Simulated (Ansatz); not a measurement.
# BHLYP/def2-SVPD (core potential) run of CH4AlIn (SMILES [CH2]1[AlH][InH]1)

Aim: the vertical ionisation energy of CH4AlIn at BHLYP/def2-SVPD (core potential), from 2 runs. 

Program for the calculation: Ansatz 0.2.0.

54 further runs of the same task are left out: 54 set aside as unsound or not needed.

## (1) The system as given

CH4AlIn has 7 atoms, charge 0, and is taken as a singlet. SMILES: `[CH2]1[AlH][InH]1`. Geometry: relaxed at PBE0-D4/def2-TZVP.

Bond lengths: C1–Al2 1.874 Å, Al2–In3 2.543 Å, C1–H4 1.102 Å, C1–H5 1.092 Å, Al2–H6 1.584 Å, In3–H7 1.731 Å. Angles: C1–Al2–In3 65.0°, C1–Al2–H6 138.7°, In3–Al2–H6 138.8°, Al2–C1–H4 120.2°, Al2–C1–H5 127.0°, Al2–In3–H7 161.6°, H4–C1–H5 107.9°.

## (2) A single-point energy at BHLYP/def2-SVPD (core potential)

job.yaml

```yaml
basis:
  gaussian:
    orbitals: def2-SVPD
crystal:
  periodic: [false, false, false]
  atoms:
    - {symbol: C, position_ang: [-0.613000, 0.132400, -0.657400]}
    - {symbol: Al, position_ang: [-0.455200, 0.915100, 1.037900]}
    - {symbol: In, position_ang: [1.229300, -0.924400, 0.544100]}
    - {symbol: H, position_ang: [-0.896900, -0.927600, -0.754800]}
    - {symbol: H, position_ang: [-0.866200, 0.635300, -1.593000]}
    - {symbol: H, position_ang: [-0.487600, 2.358400, 1.689000]}
    - {symbol: H, position_ang: [2.089500, -2.189200, -0.265800]}
total_charge: 0
hamiltonian:
  xc: {name: BHLYP}
accuracy: high
output: {orbitals: {seedname: orbitals}}
```

Command:

```sh
$ ansatz run job.yaml --threads 1 --pin off --max-ram 3480MiB --events-out events.jsonl --progress --plain --runs-dir runs
```

Output:

```text
Warning: RAYON_NUM_THREADS=1 ignored (pool sized by the plan → 1); use --threads N
Functional definition: BHLYP
  name "BHLYP"
  parameter a = 0.5
  exchange = (1 - a)*b88_x + a*exact_x
  correlation = lyp_c
2281 factors; integrals over basis functions are off by at most 3.5e-9 eV
mean field evaluation 1: about -12857.7330 eV, gradient 5.0e1 eV
mean field evaluation 2: about -12845.9622 eV, gradient 7.2e1 eV
mean field evaluation 4: about -12864.9312 eV, gradient 1.1e0 eV
mean field evaluation 8: about -12865.0376 eV, gradient 2.1e-1 eV
mean field evaluation 16: about -12865.0378 eV, gradient 3.1e-4 eV
mean field -12865.03781489 eV, -472.7814194615 hartree, gradient 7.3e-8 eV, S^2 0.000000; 0 other end points of the search recorded, 0 dependent functions left out
reference -12865.03784334 eV, -472.7814205070 hartree; 22, 22 occupied and 86, 86 virtual orbitals, 2281 factors
Total energy: -12865.03784334 eV, -472.7814205070 hartree
```

Wall time 12 s (1 thread of Arm Neoverse V2, shared host); peak memory 0.39 GiB.

## (3) The doublet cation, same level

run.yaml

```yaml
basis:
  gaussian:
    orbitals: def2-SVPD
crystal:
  periodic: [false, false, false]
  atoms:
    - {symbol: C, position_ang: [-0.613000, 0.132400, -0.657400]}
    - {symbol: Al, position_ang: [-0.455200, 0.915100, 1.037900]}
    - {symbol: In, position_ang: [1.229300, -0.924400, 0.544100]}
    - {symbol: H, position_ang: [-0.896900, -0.927600, -0.754800]}
    - {symbol: H, position_ang: [-0.866200, 0.635300, -1.593000]}
    - {symbol: H, position_ang: [-0.487600, 2.358400, 1.689000]}
    - {symbol: H, position_ang: [2.089500, -2.189200, -0.265800]}
total_charge: 1
hamiltonian:
  xc: {name: BHLYP}
accuracy: high
output: {orbitals: {seedname: orbitals}}
magnetization:
  spin_polarized: true
  initial_magnetization: 1
```

Command:

```sh
$ ansatz run run.yaml --threads 1 --pin off --max-ram 3480MiB --events-out events.jsonl --progress --plain --runs-dir runs
```

Output:

```text
Warning: RAYON_NUM_THREADS=1 ignored (pool sized by the plan → 1); use --threads N
Functional definition: BHLYP
  name "BHLYP"
  parameter a = 0.5
  exchange = (1 - a)*b88_x + a*exact_x
  correlation = lyp_c
2280 factors; integrals over basis functions are off by at most 3.5e-9 eV
mean field evaluation 1: about -12842.2289 eV, gradient 5.1e1 eV
mean field evaluation 2: about -12801.7724 eV, gradient 7.9e1 eV
mean field evaluation 4: about -12857.3867 eV, gradient 3.8e0 eV
mean field evaluation 8: about -12857.7261 eV, gradient 6.6e-1 eV
mean field evaluation 16: about -12857.7820 eV, gradient 4.4e-3 eV
mean field evaluation 32: about -12857.7820 eV, gradient 5.0e-7 eV
mean field -12857.78201907 eV, -472.5147738830 hartree, gradient 8.6e-8 eV, S^2 0.776456; 2 other end points of the search recorded, 0 dependent functions left out
reference -12857.78204986 eV, -472.5147750146 hartree; 22, 21 occupied and 86, 87 virtual orbitals, 2280 factors
Total energy: -12857.78204986 eV, -472.5147750146 hartree
```

Run time: 22 s. Hardware: 1 thread of Arm Neoverse V2, shared host; peak memory 0.54 GiB.

## (4) Outcome

Level: BHLYP/def2-SVPD (core potential).

| quantity | value |
| --- | --- |
| singlet CH4AlIn: total energy | -472.78142 Eh |
| singlet CH4AlIn: HOMO energy | -6.39 eV |
| singlet CH4AlIn: LUMO energy | -1.44 eV |
| singlet CH4AlIn: HOMO–LUMO gap | 4.95 eV |
| doublet cation: total energy | -472.51478 Eh |
| doublet cation: HOMO energy (highest over α and β) | -12.69 eV |
| doublet cation: LUMO energy (lowest over α and β) | -8.21 eV |
| doublet cation: ⟨S²⟩ | 0.776 |
| vertical ionisation energy (to the doublet cation) | 7.256 eV |

**Reading.** The vertical ionisation energy comes to 7.26 eV (167 kcal/mol). The negative HOMO energy of the first species, 6.39 eV, lies 0.86 eV below that difference.
